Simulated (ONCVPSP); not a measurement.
# Ge: generating and testing an ONCV potential

Aim: build the potential from the settings below, then test how well it stands in for the atom: other configurations, scattering, ghost states and the plane-wave cutoff that it needs.

Method: ONCVPSP 4.0.1.1 (patched build), LDA (Perdew-Wang 92), scalar-relativistic.

## 1. Starting point

The settings as typed:

```json
{
  "element": "germanium (Ge, Z = 32)",
  "type": "optimised norm-conserving Vanderbilt (ONCV)",
  "frozen core": "[Ne]",
  "valence charge": "22",
  "reference configuration": "3s2 3p6 3d10 4s2 4p2",
  "partial waves": "3s+4s: rc 0.80 bohr, ncon 4, nbas 8, qcut 19.4 1/bohr, 3 projectors, debl 3 Ha; 3p+4p: rc 1.30 bohr, ncon 5, nbas 8, qcut 11.9 1/bohr, 2 projectors; 3d: rc 1.05 bohr, ncon 4, nbas 9, qcut 14.5 1/bohr, 3 projectors, debl 2.6 Ha; f scattering state at 0.24 Ha: rc 1.15 bohr, ncon 5, nbas 9, qcut 9.3 1/bohr, 2 projectors, debl 3.9 Ha",
  "local potential": "polynomial inside 0.75 bohr (lpopt 5, dvloc0 2 Ha)",
  "core correction": "Teter function fitted to the true core (icmod 2), fcfact 0.7"
}
```

An earlier all-electron run gives the scale for the radii.

All-electron outer shells of the reference configuration (LDA (PZ), scalar-relativistic, ld1.x):

```tsv
shell	level (eV)	outermost node (bohr)	outermost maximum (bohr)
2s	-1369.45	0.06	0.18
2p	-1198.06	–	0.14
3s	-167.73	0.26	0.54
3p	-115.38	0.23	0.54
3d	-29.55	–	0.50
4s	-11.95	0.77	1.73
4p	-4.05	0.82	2.19
```

## 2. Generation

Ge.dat reads:

```
# ATOM AND REFERENCE CONFIGURATION
# atsym  z   nc   nv     iexc    psfile
  Ge 32.00    3    5  -001012      upf
#
#   n    l    f
    1    0    2.00
    2    0    2.00
    2    1    6.00
    3    0    2.00
    3    1    6.00
    3    2   10.00
    4    0    2.00
    4    1    2.00
#
# PSEUDOPOTENTIAL AND OPTIMIZATION
# lmax
    3
#
#   l,   rc,      ep,       ncon, nbas, qcut
    0    0.80    0.00    4    8   19.40
    1    1.30    0.00    5    8   11.90
    2    1.05    0.00    4    9   14.50
    3    1.15    0.24    5    9    9.30
#
# LOCAL POTENTIAL
# lloc, lpopt,  rc(5),   dvloc0
    4    5    0.75    2.00
#
# VANDERBILT-KLEINMAN-BYLANDER PROJECTORs
# l, nproj, debl
    0    3    3.00
    1    2    2.50
    2    3    2.60
    3    2    3.90
#
# MODEL CORE CHARGE
# icmod, fcfact, rcfact
    2    0.70    0.95
#
# LOG DERIVATIVE ANALYSIS
# epsh1, epsh2, depsh
   -8.00    5.00    0.04
#
# OUTPUT GRID
# rlmax, drl
    6.00    0.01
#
# TEST CONFIGURATIONS
# ncnf
    4
# nvcnf
#   n    l    f
    5
    3    0    2.00
    3    1    6.00
    3    2   10.00
    4    0    2.00
    4    1    1.00
#
    5
    3    0    2.00
    3    1    6.00
    3    2   10.00
    4    0    2.00
    4    1    0.00
#
    5
    3    0    2.00
    3    1    6.00
    3    2   10.00
    4    0    1.00
    4    1    0.00
#
    5
    3    0    1.00
    3    1    6.00
    3    2   10.00
    4    0    2.00
    4    1    2.00
#
```

Started as:

```console
oncvpsp.x < Ge.dat > Ge.out
```

Output in Ge.out (without the consistency checks and plot data):

```text
ONCVPSP  (Optimized Norm-Conservinng Vanderbilt PSeudopotential)
scalar-relativistic version 4.0.1.1, modified

#   n    l    f        energy (Ha)
    1    0    2.00    -4.0208007E+02
    2    0    2.00    -5.0326278E+01
    2    1    6.00    -4.4027711E+01
    3    0    2.00    -6.1642947E+00
    3    1    6.00    -4.2403417E+00
    3    2   10.00    -1.0862891E+00
    4    0    2.00    -4.3899520E-01
    4    1    2.00    -1.4871438E-01

Reference configufation results
  iterations    27
  all-electron total energy (Ha)   -2.09589946D+03

Begin loop to  construct optimized pseudo wave functions
and semi-local pseudopoentials for all angular momenta

   Wellstate for l =  0  n =  5
     eigenvalue =   2.5610
     asymptotic potential =   3.0610
     half-point radius =  2.0831

Calculating optimized projector #   1

 for l=   0

    Fraction of norm inside rc  0.795697
    Optimizing pswf for qcut=  19.39 a_B^-1,  ecut= 187.92 Ha
    Residual kinetic energy error=  4.23D-08 Ha

    Energy error per electron        Cutoff
         Ha          eV             Ha
         0.01000     0.27211       87.91
         0.00100     0.02721      111.01
         0.00010     0.00272      130.86
         0.00001     0.00027      147.69

Calculating optimized projector #   2

 for l=   0

    Fraction of norm inside rc  0.036929
    Optimizing pswf for qcut=  19.39 a_B^-1,  ecut= 187.92 Ha
    Residual kinetic energy error=  1.74D-09 Ha

    Energy error per electron        Cutoff
         Ha          eV             Ha
         0.01000     0.27211       65.94
         0.00100     0.02721       93.14
         0.00010     0.00272      116.12
         0.00001     0.00027      135.74

Calculating optimized projector #   3

 for l=   0

    Fraction of norm inside rc  0.028337
    Optimizing pswf for qcut=  19.39 a_B^-1,  ecut= 187.92 Ha
    Residual kinetic energy error=  3.51D-09 Ha

    Energy error per electron        Cutoff
         Ha          eV             Ha
         0.01000     0.27211       68.11
         0.00100     0.02721       94.97
         0.00010     0.00272      117.71
         0.00001     0.00027      136.43

Calculating optimized projector #   1

 for l=   1

    Fraction of norm inside rc  0.978279
    Optimizing pswf for qcut=  11.91 a_B^-1,  ecut=  70.92 Ha
    Residual kinetic energy error=  1.66D-06 Ha

    Energy error per electron        Cutoff
         Ha          eV             Ha
         0.01000     0.27211       42.73
         0.00100     0.02721       52.28
         0.00010     0.00272       60.17
         0.00001     0.00027       66.44

Calculating optimized projector #   2

 for l=   1

    Fraction of norm inside rc  0.049999
    Optimizing pswf for qcut=  11.91 a_B^-1,  ecut=  70.92 Ha
    Residual kinetic energy error=  5.71D-07 Ha

    Energy error per electron        Cutoff
         Ha          eV             Ha
         0.01000     0.27211       30.71
         0.00100     0.02721       43.14
         0.00010     0.00272       53.66
         0.00001     0.00027       61.99

   Wellstate for l =  2  n =  5
     eigenvalue =   1.5137
     asymptotic potential =   2.0137
     half-point radius =  3.8605

   Wellstate for l =  2  n =  5
     eigenvalue =   4.1137
     asymptotic potential =   4.6137
     half-point radius =  2.2467

Calculating optimized projector #   1

 for l=   2

    Fraction of norm inside rc  0.825291
    Optimizing pswf for qcut=  14.48 a_B^-1,  ecut= 104.91 Ha
    Residual kinetic energy error=  1.71D-05 Ha

    Energy error per electron        Cutoff
         Ha          eV             Ha
         0.01000     0.27211       76.48
         0.00100     0.02721       88.13
         0.00010     0.00272       97.49
         0.00001     0.00027      126.91

Calculating optimized projector #   2

 for l=   2

    Fraction of norm inside rc  0.038432
    Optimizing pswf for qcut=  14.48 a_B^-1,  ecut= 104.91 Ha
    Residual kinetic energy error=  9.15D-06 Ha

    Energy error per electron        Cutoff
         Ha          eV             Ha
         0.01000     0.27211       66.00
         0.00100     0.02721       82.21
         0.00010     0.00272       94.31
         0.00001     0.00027      104.48

Calculating optimized projector #   3

 for l=   2

    Fraction of norm inside rc  0.078843
    Optimizing pswf for qcut=  14.48 a_B^-1,  ecut= 104.91 Ha
    Residual kinetic energy error=  7.05D-05 Ha

    Energy error per electron        Cutoff
         Ha          eV             Ha
         0.01000     0.27211       76.99
         0.00100     0.02721       92.06
         0.00010     0.00272      103.17
         0.00001     0.00027      141.36

   Wellstate for l =  3  n =  4
     eigenvalue =   0.2400
     asymptotic potential =   0.7400
     half-point radius = 12.0789

   Wellstate for l =  3  n =  5
     eigenvalue =   4.1400
     asymptotic potential =   4.6400
     half-point radius =  2.5218

Calculating optimized projector #   1

 for l=   3

    Fraction of norm inside rc  0.000037
    Optimizing pswf for qcut=   9.29 a_B^-1,  ecut=  43.13 Ha
    Residual kinetic energy error=  1.11D-07 Ha

    Energy error per electron        Cutoff
         Ha          eV             Ha
         0.01000     0.27211        0.63
         0.00100     0.02721        1.52
         0.00010     0.00272        4.50
         0.00001     0.00027       13.97

Calculating optimized projector #   2

 for l=   3

    Fraction of norm inside rc  0.118588
    Optimizing pswf for qcut=   9.29 a_B^-1,  ecut=  43.13 Ha
    Residual kinetic energy error=  2.18D-03 Ha

    Energy error per electron        Cutoff
         Ha          eV             Ha
         0.01000     0.27211       33.04
         0.00100     0.02721       47.75
         0.00010     0.00272       88.49
         0.00001     0.00027      162.84

Construct Vanderbilt / Kleinmman-Bylander projectors

B matrix Hermiticity error, ll=   0
   1   2    1.0995E-03
   1   3   -1.6010E-03
   2   3    1.6817E-04

  Orthonormal projector coefficients  4.3605E+01  2.3008E+00  1.5751E+00

B matrix Hermiticity error, ll=   1
   1   2    4.6496E-04

  Orthonormal projector coefficients  7.3409E+00 -3.6592E-01

B matrix Hermiticity error, ll=   2
   1   2   -3.1389E-04
   1   3   -7.6563E-04
   2   3   -1.2978E-04

  Orthonormal projector coefficients -2.0925E+01 -1.0752E+01 -2.9352E+00

B matrix Hermiticity error, ll=   3
   1   2    2.2478E-06

  Orthonormal projector coefficients -1.5541E+01 -3.1911E+00

Model core correction analysis
  based on d2Exc/dn_idn_j

d2excae - all-electron derivatives

   -4.420613D-02   -4.182274D-02   -3.443920D-02   -3.128367D-03
   -1.445651D-03
   -4.182282D-02   -4.066841D-02   -3.380097D-02   -3.634294D-03
   -1.676353D-03
   -3.443941D-02   -3.380110D-02   -3.243241D-02   -6.296945D-03
   -3.032316D-03
   -3.128354D-03   -3.634231D-03   -6.296516D-03   -2.897478D-02
   -2.278963D-02
   -1.445663D-03   -1.676354D-03   -3.032206D-03   -2.278919D-02
   -2.449923D-02

d2excps - pseudofunction derivatives with no core correction

   -4.657330D-02   -4.445268D-02   -3.937004D-02   -3.435549D-03
   -1.626161D-03
   -4.445273D-02   -4.300882D-02   -3.793247D-02   -3.942647D-03
   -1.833146D-03
   -3.937021D-02   -3.793258D-02   -3.511203D-02   -6.528422D-03
   -3.144956D-03
   -3.435545D-03   -3.942595D-03   -6.527998D-03   -2.900332D-02
   -2.280711D-02
   -1.626177D-03   -1.833154D-03   -3.144848D-03   -2.280667D-02
   -2.450738D-02

rms 2nd derivative error    2.149288E-03

amplitude prefactor, scale prefactor
   13.1733    1.1549

d2excps - pseudofunction derivatives with core correction

   -4.408629D-02   -4.166397D-02   -3.774335D-02   -3.210194D-03
   -1.487365D-03
   -4.166405D-02   -3.974161D-02   -3.615248D-02   -3.686864D-03
   -1.668155D-03
   -3.774349D-02   -3.615254D-02   -3.403326D-02   -6.382219D-03
   -3.057185D-03
   -3.210181D-03   -3.686800D-03   -6.381792D-03   -2.898277D-02
   -2.279430D-02
   -1.487376D-03   -1.668155D-03   -3.057076D-03   -2.279386D-02
   -2.449900D-02

rms 2nd derivative error    1.206946E-03

Pseudoatom total energy -288.410947

Diagnostic tests using Vanderbilt-Kleinman-Bylander pseudopotentials
  1 or more projectors used as specified by nproj input data

   l    rcore       rmatch      e in        delta e   norm test  slope test

   0   0.8016025   0.8259409  -6.1642947   0.0002454   1.0002735   1.0003649
   0   0.8016025   0.8259409  -0.4389952   0.0000634   1.0006166   1.0001890
   0   0.8016025   0.8259409   2.5610048   0.0012801   1.0008753   1.0008753

   1   1.3013542   1.3408661  -4.2403417  -0.0000071   1.0002534   1.0002357
   1   1.3013542   1.3408661  -0.1487144   0.0000061   1.0000424   1.0000420

   2   1.0555193   1.0875672  -1.0862891  -0.0000232   1.0002210   1.0002436
   2   1.0555193   1.0875672   1.5137109   0.0000289   1.0004332   1.0004332
   2   1.0555193   1.0875672   4.1137109   0.0001721   1.0004519   1.0004519

   3   1.1546115   1.1896681   0.2400000   0.0000739   1.0000774   1.0000774
   3   1.1546115   1.1896681   4.1400000   0.0001462   1.0002426   1.0002426

 Testing for bound ghosts
   n   l    E NL Schr. Eq   E Basis Diag.   E Cutoff

   1   0       -6.164049       -6.163853    543.24
   2   0       -0.438932        0.207956    543.24

   2   1       -4.240349       -4.240347    180.14
   3   1       -0.148708       -0.017425    180.14

   3   2       -1.086312       -1.084669    497.85

 Testing for highly-localized positive-energy ghosts
       l    <radius>/rc     E Basis Diag.   E Cutoff

Test configuration 0

   n   l     f        eae           eps        diff
   1   0  2.0000 -402.08006791
   2   0  2.0000  -50.32627815
   2   1  6.0000  -44.02771123
   3   0  2.0000   -6.16429471   -6.16404931    2.45D-04
   3   1  6.0000   -4.24034169   -4.24034882   -7.13D-06
   3   2 10.0000   -1.08628908   -1.08631226   -2.32D-05
   4   0  2.0000   -0.43899520   -0.43893176    6.34D-05
   4   1  2.0000   -0.14871438   -0.14870825    6.14D-06

    Total energies and differences
      AE_ref= -2.09589946D+03  AE_tst= -2.09589946D+03  dif=  0.00D+00
      PS_ref= -2.88410947D+02  PS_tst= -2.88410947D+02  dif= -1.71D-13
      PSP excitation error=  1.71D-13

Test configuration 1

   n   l     f        eae           eps        diff
   1   0  2.0000 -402.41701054
   2   0  2.0000  -50.66024650
   2   1  6.0000  -44.36208384
   3   0  2.0000   -6.49803710   -6.49782120    2.16D-04
   3   1  6.0000   -4.57407500   -4.57410225   -2.72D-05
   3   2 10.0000   -1.41913436   -1.41924553   -1.11D-04
   4   0  2.0000   -0.74021131   -0.74013375    7.76D-05
   4   1  1.0000   -0.42146137   -0.42144879    1.26D-05

    Total energies and differences
      AE_ref= -2.09589946D+03  AE_tst= -2.09561905D+03  dif=  2.80D-01
      PS_ref= -2.88410947D+02  PS_tst= -2.88130505D+02  dif=  2.80D-01
      PSP excitation error= -2.87D-05

Test configuration 2

   n   l     f        eae           eps        diff
   1   0  2.0000 -402.82842097
   2   0  2.0000  -51.06508515
   2   1  6.0000  -44.76777488
   3   0  2.0000   -6.90192104   -6.90178998    1.31D-04
   3   1  6.0000   -4.97785661   -4.97794819   -9.16D-05
   3   2 10.0000   -1.82088312   -1.82118491   -3.02D-04
   4   0  2.0000   -1.08894223   -1.08884215    1.00D-04

    Total energies and differences
      AE_ref= -2.09589946D+03  AE_tst= -2.09504172D+03  dif=  8.58D-01
      PS_ref= -2.88410947D+02  PS_tst= -2.87553115D+02  dif=  8.58D-01
      PSP excitation error= -9.30D-05

Test configuration 3

   n   l     f        eae           eps        diff
   1   0  2.0000 -403.35892087
   2   0  2.0000  -51.58296644
   2   1  6.0000  -45.28677520
   3   0  2.0000   -7.41979906   -7.41980829   -9.24D-06
   3   1  6.0000   -5.49515852   -5.49540327   -2.45D-04
   3   2 10.0000   -2.33293259   -2.33377413   -8.42D-04
   4   0  1.0000   -1.50292907   -1.50275830    1.71D-04

    Total energies and differences
      AE_ref= -2.09589946D+03  AE_tst= -2.09374760D+03  dif=  2.15D+00
      PS_ref= -2.88410947D+02  PS_tst= -2.86258981D+02  dif=  2.15D+00
      PSP excitation error= -9.97D-05

Test configuration 4

   n   l     f        eae           eps        diff
   1   0  2.0000 -403.06781404
   2   0  2.0000  -51.19978123
   2   1  6.0000  -44.91111085
   3   0  1.0000   -6.94653823   -6.95156702   -5.03D-03
   3   1  6.0000   -5.01374501   -5.01733500   -3.59D-03
   3   2 10.0000   -1.82871701   -1.82971801   -1.00D-03
   4   0  2.0000   -0.84723843   -0.84725203   -1.36D-05
   4   1  2.0000   -0.49267711   -0.49275651   -7.94D-05

    Total energies and differences
      AE_ref= -2.09589946D+03  AE_tst= -2.08935614D+03  dif=  6.54D+00
      PS_ref= -2.88410947D+02  PS_tst= -2.81863664D+02  dif=  6.55D+00
      PSP excitation error= -3.96D-03
```

Wall time 11 s (1 thread of Neoverse-N1, shared host).

Partial waves on a coarse radial grid (AE all-electron, PS pseudo):

| r (bohr) | 3s AE | 3s PS |
| --- | --- | --- |
| 0.065 | -0.0674 | 0.0316 |
| 0.130 | -0.7395 | 0.1254 |
| 0.195 | -0.5541 | 0.3124 |
| 0.260 | 0.0295 | 0.5786 |
| 0.325 | 0.6210 | 0.8738 |
| 0.390 | 1.0570 | 1.1362 |
| 0.455 | 1.3098 | 1.3183 |
| 0.520 | 1.4084 | 1.4006 |
| 0.585 | 1.3966 | 1.3908 |
| 0.650 | 1.3157 | 1.3135 |
| 0.715 | 1.1968 | 1.1962 |
| 0.780 | 1.0618 | 1.0614 |
| 0.845 | 0.9246 | 0.9243 |
| 0.910 | 0.7938 | 0.7936 |
| 0.975 | 0.6740 | 0.6739 |
| 1.040 | 0.5673 | 0.5672 |
| 1.105 | 0.4741 | 0.4739 |
| 1.170 | 0.3939 | 0.3938 |
| 1.235 | 0.3256 | 0.3255 |
| 1.300 | 0.2681 | 0.2681 |
| 1.365 | 0.2200 | 0.2200 |
| 1.430 | 0.1800 | 0.1800 |
| 1.495 | 0.1469 | 0.1468 |
| 1.560 | 0.1196 | 0.1196 |
| 1.625 | 0.0972 | 0.0972 |
| 1.690 | 0.0789 | 0.0788 |

Densities times 4π (e/bohr³); a dash where the program caps the true core:

| r (bohr) | pseudo valence | true core | model core |
| --- | --- | --- | --- |
| 0.065 | 4.39 | – | 1300 |
| 0.195 | 44.34 | 935.7 | 559.5 |
| 0.325 | 109.7 | 87.66 | 87.49 |
| 0.455 | 128.8 | 6.394 | 2.454 |
| 0.585 | 90.72 | 0.4353 | 0.02644 |
| 0.715 | 47.08 | 0.02933 | 0.0001993 |
| 0.845 | 22.09 | 0.00198 | 0.0005817 |
| 0.975 | 10.86 | 0.0001364 | 0.0001424 |
| 1.105 | 5.79 | 9.564e-06 | 0 |
| 1.235 | 3.358 | 6.75e-07 | 0 |
| 1.365 | 2.136 | 5.105e-08 | 0 |
| 1.495 | 1.476 | 0 | 0 |
| 1.625 | 1.088 | 0 | 0 |

## 3. The configuration tests of the same run

Excitation and ionisation energies from 3s2 3p6 3d10 4s2 4p2, with the error of the potential.

| valence configuration | charge | ΔE all-electron (eV) | error AE − PS (meV) |
| --- | --- | --- | --- |
| 3s2 3p6 3d10 4s2 4p1 | +1 | 7.630 | -0.8 |
| 3s2 3p6 3d10 4s2 4p0 | +2 | 23.340 | -2.5 |
| 3s2 3p6 3d10 4s1 4p0 | +3 | 58.555 | -2.7 |
| 3s1 3p6 3d10 4s2 4p2 | +1 | 178.053 | -108 |

## 4. Scattering by logarithmic derivatives

Taken from the files of the generation run. The phase is arctan(r·R′/R) of the radial function R, unwrapped, with energies in Ha. A pole is an energy at which the radial function vanishes at the test radius. The pseudo phase is shifted by a multiple of π to meet the all-electron one at the reference energy. Levels narrower than the energy grid can be missing from the poles. The last column is the largest difference on the grid between −0.5 and +0.5 Ha.

| channel | radius (bohr) | reference (Ha) | poles AE | poles PS | window around the reference with phases within 0.05 rad (Ha) | largest difference near zero (rad) |
| --- | --- | --- | --- | --- | --- | --- |
| s | 0.81 | -0.44 | -1.78 | -1.78 | the whole range | 0.000 |
| p | 1.32 | -0.15 | -3.96 | -3.96 | the whole range | 0.000 |
| d | 1.07 | -1.09 | 0.11 | 0.11 | the whole range | 0.000 |
| f | 1.17 | 0.24 | none | none | the whole range | 0.000 |

Phases (rad) along the scan:

| E (Ha) | s AE | s PS | d AE | d PS |
| --- | --- | --- | --- | --- |
| -7.96 | -0.771 | -0.771 | 1.248 | 1.248 |
| -7.24 | -1.000 | -0.999 | 1.223 | 1.223 |
| -6.52 | -1.159 | -1.159 | 1.192 | 1.192 |
| -5.80 | -1.272 | -1.272 | 1.152 | 1.152 |
| -5.08 | -1.356 | -1.356 | 1.096 | 1.096 |
| -4.36 | -1.420 | -1.420 | 1.013 | 1.013 |
| -3.64 | -1.472 | -1.472 | 0.873 | 0.873 |
| -2.92 | -1.515 | -1.515 | 0.593 | 0.593 |
| -2.20 | -1.552 | -1.552 | -0.049 | -0.049 |
| -1.48 | -1.584 | -1.584 | -0.893 | -0.893 |
| -0.76 | -1.613 | -1.613 | -1.329 | -1.329 |
| -0.04 | -1.641 | -1.641 | -1.539 | -1.539 |
| 0.68 | -1.667 | -1.667 | -1.672 | -1.672 |
| 1.40 | -1.692 | -1.692 | -1.780 | -1.780 |
| 2.12 | -1.718 | -1.718 | -1.888 | -1.888 |
| 2.84 | -1.744 | -1.744 | -2.020 | -2.020 |
| 3.56 | -1.772 | -1.772 | -2.206 | -2.206 |
| 4.28 | -1.801 | -1.801 | -2.504 | -2.504 |
| 5.00 | -1.833 | -1.833 | -2.979 | -2.979 |

## 5. Convergence and ghost test

From the same output: the cutoffs (Ha) at which the residual kinetic energy of the hardest occupied pseudo-wave falls to 1 and 0.1 mHa per electron are 111 Ha and 131 Ha.

The program's own ghost test: no bound ghost flagged; no localised positive-energy state flagged.

Cutoff (Ha) at which the first wave of each channel reaches a given error (Ha per electron):

```
  error      s     p      d     f
1.0e-02   87.9  42.7   76.5   0.6
3.2e-03   99.6  47.9   82.8   0.9
1.0e-03  111.0  52.3   88.1   1.5
3.2e-04  120.8  56.6   93.2   2.6
1.0e-04  130.9  60.2   97.5   4.5
3.2e-05  139.1  63.1  102.1   8.1
1.0e-05  147.7  66.4  126.9  14.0
```

## 6. Results

| quantity | value |
| --- | --- |
| cutoffs for 1 and 0.1 mHa per electron, occupied waves | 111 Ha and 131 Ha |
| bound ghosts | none found |
| GHOST(+) flags | none at low energy |
| largest test error (AE − PS) | -108 meV, for 3s1 3p6 3d10 4s2 4p2 |
| largest phase difference near zero energy, channels read | 0.000 rad |
| rms error of d²Exc/dn², without and with the model core | 2.15 and 1.21 mHa |

**Reading.** The worst unpolarised test, 3s1 3p6 3d10 4s2 4p2, is off by 108 meV on 178.1 eV; by total energies transferability rates as fair for so large an energy. That test lies far up in energy; among those under 40 eV, nearer to bonding, the largest error is 2.5 meV. It counts as very hard, with 111 Ha needed at the looser tolerance. At the looser tolerance the 3s wave is the slowest; 4s needs 93 Ha. The program's ghost test flags no bound state. Near zero energy the phases of the channels with partial waves agree within 0.001 rad.
